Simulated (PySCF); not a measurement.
# The bond of KNa−, level by level

The task here is to estimate one member of a computed series from the others.

The runs use PySCF 2.14.0; K aug-pcseg-1, Na aug-pcseg-1, no relativity.

4 further runs of the same task are left out: 4 set aside as unsound or not needed.

Set-up of the first run:

Settings of the job:

| Quantity | Value |
| --- | --- |
| atoms | K, Na |
| charge | -1 |
| basis | K aug-pcseg-1, Na aug-pcseg-1 |
| Hamiltonian | no relativity |
| basis functions | 47 |
| electrons treated | 31 |
| masses in u | 38.9637, 22.9898 |
| levels | PBE0, PBE, r²SCAN, M06, BHandHLYP, r²SCAN0, CAM-B3LYP, MP2, SCS-MP2, CCSD, CCSD(T) |
| grid | 80 radial by 434 angular points |
| occupations | held fixed by the projection of orbital angular momentum |
| dissociation limit | K + Na−, each in its ground configuration |
| starting distance in angstrom | 3.620 |
| values of 2S to try | 1, 3 |

The run is started by

```sh
OMP_NUM_THREADS=1 python dia.py task.json out
```

Among the steps run: The job; PBE0 along the bond; PBE; r²SCAN (meta-GGA); M06 (hybrid meta-GGA); BHandHLYP (global hybrid GGA); r²SCAN0 (hybrid meta-GGA); CAM-B3LYP (range-separated hybrid); MP2 and coupled cluster.

One of the session's tables, all rows but one given; the rest of the session is left out.

Energy (eV) from each level's lowest point:

```
R (Å)  ROHF-MP2  ROHF-SCS-MP2  ROHF-CCSD  ROHF-CCSD(T)    PBE
3.434     0.088         0.091        n/a           n/a  0.066
3.594     0.041         0.043      0.046         0.044  0.028
3.753         ?             ?          ?             ?      ?
3.873     0.004         0.004      0.005         0.004  0.001
3.993     0.000         0.000      0.000         0.000  0.000
4.113     0.002         0.001      0.001         0.001  0.004
4.272     0.011         0.010      0.009         0.010  0.014
4.472     0.031         0.029      0.027         0.029  0.033
4.712     0.061         0.059      0.056         0.059  0.060
5.031     0.106         0.104        n/a           n/a  0.100
```

**Question.** Estimate the row for R (Å) = 3.753.

Worked estimate for «ROHF-MP2». A straight line through the neighbours (3.594, 0.041) and (3.873, 0.004) gives 0.041 + (0.004 − 0.041) × (3.753 − 3.594) / (3.873 − 3.594) = 0.020; a parabola fitted to 4 rows on both sides gives 0.013.

As computed: ROHF-MP2: 0.014; ROHF-SCS-MP2: 0.015; ROHF-CCSD: 0.017; ROHF-CCSD(T): 0.015; PBE: 0.008. In «ROHF-MP2» the line misses by +0.006 and the parabola by -0.001.
